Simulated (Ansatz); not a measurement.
# GeH3(NHMe) (CH₇GeN): the relaxed shape and its frontier levels

Aim: characterise GeH3(NHMe) (CH₇GeN) as a singlet: its structure, frontier levels and distribution of charge.

Program: Ansatz 0.2.0, Gaussian basis. Level of theory: RKS PBE0-D4/def2-TZVP. These are calculated values, not measurements.

Levels to be run: relaxation at PBE0-D4/def2-SVP; a search for the lowest solution at PBE0-D4/def2-SVP; a single point at PBE0-D4/def2-TZVP.

## Step 1: The system as given

10 atoms, charge 0, spin multiplicity 1.

Atoms are counted from 1 here; the program's logs count them from 0.

Bond lengths: Ge1–H2 1.491 Å, Ge1–H3 1.505 Å, Ge1–H4 1.505 Å, Ge1–N5 1.791 Å, N5–C6 1.448 Å, N5–H7 1.006 Å, C6–H8 1.095 Å, C6–H9 1.089 Å, C6–H10 1.095 Å. Angles: H2–Ge1–H3 111.0°, H2–Ge1–H4 111.1°, H2–Ge1–N5 105.9°, H3–Ge1–H4 107.1°, H3–Ge1–N5 110.8°, H4–Ge1–N5 110.9°, Ge1–N5–C6 126.0°, Ge1–N5–H7 120.9°, C6–N5–H7 113.1°, N5–C6–H8 111.7°, N5–C6–H9 108.8°, N5–C6–H10 111.6°, H8–C6–H9 108.2°, H8–C6–H10 108.3°, H9–C6–H10 108.1°.

The start is a GFN2-xTB geometry.

## Step 2: Relaxation at PBE0-D4/def2-SVP

in.yaml reads:

```yaml
crystal:
  periodic: [false, false, false]
  atoms:
    - {symbol: Ge, position_ang: [0.583350, 1.008670, 0.886250]}
    - {symbol: H, position_ang: [0.541840, 0.962270, 2.375620]}
    - {symbol: H, position_ang: [2.002590, 1.040420, 0.385890]}
    - {symbol: H, position_ang: [-0.098290, 2.244120, 0.362820]}
    - {symbol: N, position_ang: [-0.256810, -0.470040, 0.326300]}
    - {symbol: C, position_ang: [-0.491070, -0.846360, -1.051700]}
    - {symbol: H, position_ang: [-0.638710, -1.127580, 0.984690]}
    - {symbol: H, position_ang: [-1.560450, -0.908630, -1.278540]}
    - {symbol: H, position_ang: [-0.049870, -0.091550, -1.701130]}
    - {symbol: H, position_ang: [-0.032580, -1.811300, -1.290200]}
basis:
  gaussian: {orbitals: def2-SVP}
hamiltonian: {xc: pbe0, dispersion: d4}
scf: {omitted_lower_state_checks: [starts]}
output: {orbitals: {seedname: orbitals}}
relax: {f_tol: 0.02, max_steps: 100}
```

Started as:

```console
$ ansatz run in.yaml --threads 4 --pin off --events-out ev --progress --plain --max-ram 3916MiB
```

Further steps of the session: Searching for the lowest solution, PBE0-D4/def2-SVP; Single point, PBE0-D4/def2-TZVP.

Before running them: what should the planned runs give, taken together? Wanted: point group; Ge–N bond; HOMO, LUMO at PBE0-D4/def2-TZVP; dipole at PBE0-D4/def2-SVP.

**Answer**, as computed:

```
                       quantity           value
                    point group              C1
                      Ge–N bond         1.834 Å
HOMO, LUMO at PBE0-D4/def2-TZVP  -6.59, 0.57 eV
     dipole at PBE0-D4/def2-SVP          0.89 D
```

What this shows: The molecule keeps its bonding pattern by the stored test; the atoms moved 0.39 Å (rms). No usable vibrations, so a minimum isn't proven. The point group is read from a loosely relaxed geometry; soft torsions can leave it below the true symmetry.
